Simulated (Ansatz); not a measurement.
# LuZn3 (AuCu3 type): response to moved atoms and strain

How does LuZn3 (AuCu3 type) push back when it is distorted? Each run changes the relaxed cell in one way. The start comes from a prototype table, not from a measured structure.

Method: DFT PBEsol, scalar-relativistic, plane waves, PAW, in Ansatz 0.2.0.

## (1) The starting structure

The structure is cubic, space group Pm-3m (No. 221). Conventional cell: a = 4.110 Å, b = 4.110 Å, c = 4.110 Å, α = 90.00°, β = 90.00°, γ = 90.00°. Lu (site symmetry m-3m) is surrounded by 12 Zn at 2.91 Å. Zn (site symmetry 4/mmm) has 4 Lu at 2.91 Å and 8 Zn at 2.91 Å as nearest neighbours.

Coordinates:

```xyz
4
Lattice="4.1105 0.0000 0.0000 0.0000 4.1105 0.0000 0.0000 0.0000 4.1105" Properties=species:S:1:pos:R:3 pbc="T T T"
Lu    0.0000    0.0000    0.0000
Zn    0.0000    2.0552    2.0552
Zn    2.0552    2.0552    0.0000
Zn    2.0552    0.0000    2.0552
```

This cell comes from an earlier session at PBEsol: 17.363 Å³/atom at 0.00 GPa, on a 8×8×8 mesh.

The changes: atom 4 (Zn) moved 0.08 Å along x; strain e1 = +0.01, atoms carried along.

## (2) Atom 4 (Zn) moved 0.08 Å along x

Contents of input.yaml:

```yaml
crystal:
  lattice:
    - [4.1104746037, 0.0, 0.0]
    - [0.0, 4.1104746037, 0.0]
    - [0.0, 0.0, 4.1104746037]
  atoms:
    - { symbol: Lu, position: [0.0, 0.0, 0.0] }
    - { symbol: Zn, position: [0.0, 0.5, 0.5] }
    - { symbol: Zn, position: [0.5, 0.5, 0.0] }
    - { symbol: Zn, position: [0.5194624728, 0.0, 0.5] }
basis:
  ecutwfc: 420
  ecutrho_ratio: 4
kpoints:
  mp_grid: { grid: [8, 8, 8] }
hamiltonian:
  xc: pbesol
scf:
  occupations: { method: gaussian, width: 0.05 }
output:
  forces: true
  stress: true
  eigenvalues: true
```

After this run come: Strain e1 = +0.01, atoms carried along.

Q: Predict the outcome of this session. Wanted: for each run, change; change of free energy; largest force; largest change of stress.

As calculated:

| change | change of free energy (meV/atom) | largest force (eV/Å) | largest change of stress (GPa) |
| --- | --- | --- | --- |
| atom 4 (Zn) moved 0.08 Å along x | 3.15 | 0.316 | 0.14 |
| strain e1 = +0.01, atoms carried along | 0.38 | 0.000 | 0.80 |

Moving atom 4 by 0.08 Å meets a restoring force of 0.316 eV/Å along the move, a force constant of about 4.0 eV/Å². The strain e1 = +0.01 changes that stress component by -0.69 GPa (compression positive), a ratio of 69 GPa; that is a secant over a finite strain with the atoms carried along, not the elastic constant. The largest change, -0.80 GPa, is in component zz. No change lowers the energy by more than 0.5 meV/atom; other distortions weren't tried. Spin–orbit coupling is left out, though the cell holds Lu; it splits the 4f levels.
